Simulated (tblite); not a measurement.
# C2H8GeO2SSi: the cost of one run

The runs use tblite 0.8.0 and PySCF 2.14.0, with density-fitted response routines of our own; the level of theory stands in each step. All values are computed, except where a source is named. Atoms are numbered from 0 throughout.

## (1) The starting structure

15 atoms, charge 0, multiplicity 1; geometry from: force field or distance geometry start.

Bonds of the start (Å): Si0–S1 2.17, S1–C2 1.82, C2–C3 1.56, C3–O4 1.41, O4–Ge5 1.76, Ge5–O6 1.78, O6–C2 1.40, Si0–H7 1.46, Si0–H8 1.47, Si0–H9 1.48, C2–H10 1.11, C3–H11 1.10, C3–H12 1.10, Ge5–H13 1.55, Ge5–H14 1.56.

## (2) Relaxing the molecule with GFN2-xTB

The job: settings as JSON, then the geometry in Å.

```
{"job": {"kind": "relax", "xc": "GFN2-xTB", "basis": "xTB"}, "charge": 0, "multiplicity": 1}
Si     2.605200    -0.943300     0.654600
S      1.699000     0.350200    -0.835300
C     -0.011700    -0.067100    -0.382500
C     -0.981800     0.527700    -1.455100
O     -2.302700     0.525400    -0.966600
Ge    -2.073500     0.730900     0.769500
O     -0.320200     0.454400     0.881700
H      2.175600    -2.323700     0.428800
H      4.066100    -0.860900     0.555400
H      2.172600    -0.515500     2.003300
H     -0.143800    -1.172600    -0.372900
H     -0.689800     1.558900    -1.702900
H     -0.933700    -0.089100    -2.362800
H     -2.843900    -0.353800     1.555400
H     -2.421700     2.186400     1.207400
```

Run with:

```
$ OMP_NUM_THREADS=1 python probes_run.py task.json out
```

The driver reads the jobs from task.json and runs them one after another.

Q: Estimate the wall time of this first job on 1 thread of Arm Neoverse N1, shared host.

About 2.2 s.
